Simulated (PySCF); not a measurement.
# [Dy(H2O)7]3+: other functionals and bases at one geometry

An exercise on one series of results from a longer session: the logs are not shown, and one member is left open.

The runs use PySCF 2.14.0; several levels, as the steps say, no spin–orbit coupling.

2 further runs of the same task are left out: 2 for a known fault of the program.

## The starting structure

22 atoms, charge 3, spin multiplicity 1.

Bond lengths: Dy1–O2 2.383 Å, Dy1–O5 2.383 Å, Dy1–O8 2.448 Å, Dy1–O11 2.432 Å, Dy1–O14 2.442 Å, Dy1–O17 2.442 Å, Dy1–O20 2.432 Å, O2–H3 0.987 Å, O2–H4 0.987 Å, O5–H6 0.987 Å, O5–H7 0.987 Å, O8–H9 0.984 Å, O8–H10 0.984 Å, O11–H12 0.984 Å, O11–H13 0.984 Å, O14–H15 0.984 Å, O14–H16 0.984 Å, O17–H18 0.984 Å and more. Angles: O2–Dy1–O5 179.9°, O2–Dy1–O8 90.1°, O2–Dy1–O11 90.0°, O2–Dy1–O14 89.9°, O2–Dy1–O17 89.9°, O2–Dy1–O20 90.0°, O5–Dy1–O8 90.1°, O5–Dy1–O11 90.0°, O5–Dy1–O14 89.9°, O5–Dy1–O17 89.9°, O5–Dy1–O20 90.0°, O8–Dy1–O11 72.0°, O8–Dy1–O14 144.0°, O8–Dy1–O17 144.0°, O8–Dy1–O20 72.0°, O11–Dy1–O14 71.9°, O11–Dy1–O17 144.0°, O11–Dy1–O20 144.0° and more.

Geometry (Å):

```xyz
22

Dy    0.0000    0.0000    0.0000
O    -0.0027    0.0000    2.3834
H     0.7697    0.0000    2.9987
H    -0.7768    0.0000    2.9965
O    -0.0027    0.0000   -2.3834
H     0.7697    0.0000   -2.9987
H    -0.7768    0.0000   -2.9965
O     2.4482    0.0000    0.0000
H     3.0615    0.0000    0.7698
H     3.0615    0.0000   -0.7698
O     0.7511    2.3131    0.0000
H     0.9187    2.8965    0.7746
H     0.9187    2.8965   -0.7746
O    -1.9747    1.4368    0.0000
H    -2.4449    1.8267    0.7718
H    -2.4449    1.8267   -0.7718
O    -1.9747   -1.4368    0.0000
H    -2.4449   -1.8267    0.7718
H    -2.4449   -1.8267   -0.7718
O     0.7511   -2.3131    0.0000
H     0.9187   -2.8965    0.7746
H     0.9187   -2.8965   -0.7746
```

Formal oxidation states: Dy +3. Each metal's 9 4f electrons lie in its core potential, so multiplicities, spins and levels count the valence alone. An earlier session relaxed this geometry at BP86, Dy lcecp-1-SVP with ECP55, O def2-SVP, H def2-SVP (singlet, point group C2v).

At BP86 on the finer grid: E = -570.957269 Eh, HOMO -18.93 eV, LUMO -13.87 eV, Mulliken charge on Dy1 +0.94 e, largest force component 0.006 eV/Å. 

Levels to run: M06-L; BLYP; wB97X; B3LYP; BP86, TZVP. Hardware: 4 threads of Intel Xeon at 2.50GHz (Skylake/Cascade Lake), shared host.

The first run:

run.py (the lines that set the calculation)

```python
mol = gto.M(atom='''
Dy     0.00002     0.00000     0.00000
O     -0.00267     0.00000     2.38345
H      0.76974     0.00000     2.99866
H     -0.77682     0.00000     2.99650
O     -0.00267     0.00000    -2.38345
H      0.76974     0.00000    -2.99866
H     -0.77682     0.00000    -2.99650
O      2.44824     0.00000     0.00000
H      3.06150     0.00000     0.76982
H      3.06150     0.00000    -0.76982
O      0.75110     2.31311     0.00000
H      0.91873     2.89649     0.77461
H      0.91873     2.89649    -0.77461
O     -1.97470     1.43683     0.00000
H     -2.44491     1.82665     0.77176
H     -2.44491     1.82665    -0.77176
O     -1.97470    -1.43683     0.00000
H     -2.44491    -1.82665     0.77176
H     -2.44491    -1.82665    -0.77176
O      0.75110    -2.31311     0.00000
H      0.91873    -2.89649     0.77461
H      0.91873    -2.89649    -0.77461''',
    basis={'Dy': 'lcecp-1-SVP', 'O': 'def2-SVP', 'H': 'def2-SVP'},
    ecp={'Dy': 'lcecp-1-SVP'},
    charge=3, spin=0)
mf = dft.RKS(mol, xc='M06L')
mf.grids.atom_grid = (75, 302)  # f atoms: unpruned, at least (60, 302)
mf = mf.density_fit()  # fitting sets: Dy AutoAux, O def2-universal-JKFIT, H def2-universal-JKFIT
mf.conv_tol = 1e-08; mf.max_cycle = 55
mf.kernel(dm0)  # dm0: the density of the relaxed state
```

Launch:

```bash
OMP_NUM_THREADS=4 python run.py
```

Among the steps run: M06-L; BLYP; wB97X; B3LYP; BP86, TZVP.

One table of the session follows, with a row left open; its other results are not shown here.

| level | HOMO (eV) | gap (eV) | charge on Dy1 (e) | dipole (D) | largest force component (eV/Å) |
| --- | --- | --- | --- | --- | --- |
| BP86 (relaxed here) | -18.93 | 5.06 | 0.94 | 0.02 | 0.01 |
| M06-L | -19.35 | 5.99 | 1.36 | 0.01 | 0.61 |
| BLYP | -18.72 | 5.08 | 0.88 | 0.03 | 0.06 |
| wB97X | ? | ? | ? | ? | ? |
| B3LYP | -20.42 | 7.41 | 1.09 | 0.03 | 0.50 |
| BP86, TZVP | -19.07 | 5.11 | 1.74 | 0.03 | 0.36 |

Estimate the missing values for wB97X.

**Answer.** HOMO (eV): -23.32; gap (eV): 12.75; charge on Dy1 (e): 1.12; dipole (D): 0.02; largest force component (eV/Å): 0.64. In the column «HOMO (eV)» it is the lowest.

The dipole of a charged species depends on the origin, so these sizes hold for this origin alone.

In one basis the HOMO–LUMO gap runs from 5.06 eV (BP86) to 12.75 eV (wB97X). The largest leftover force, 0.64 eV/Å with wB97X, stands at a geometry relaxed at another level. With 4f in the core, its levels are missing from HOMO and gap, and its count is fixed, so no charge can pass from the ligands into it. Total energies of different levels can't be compared.
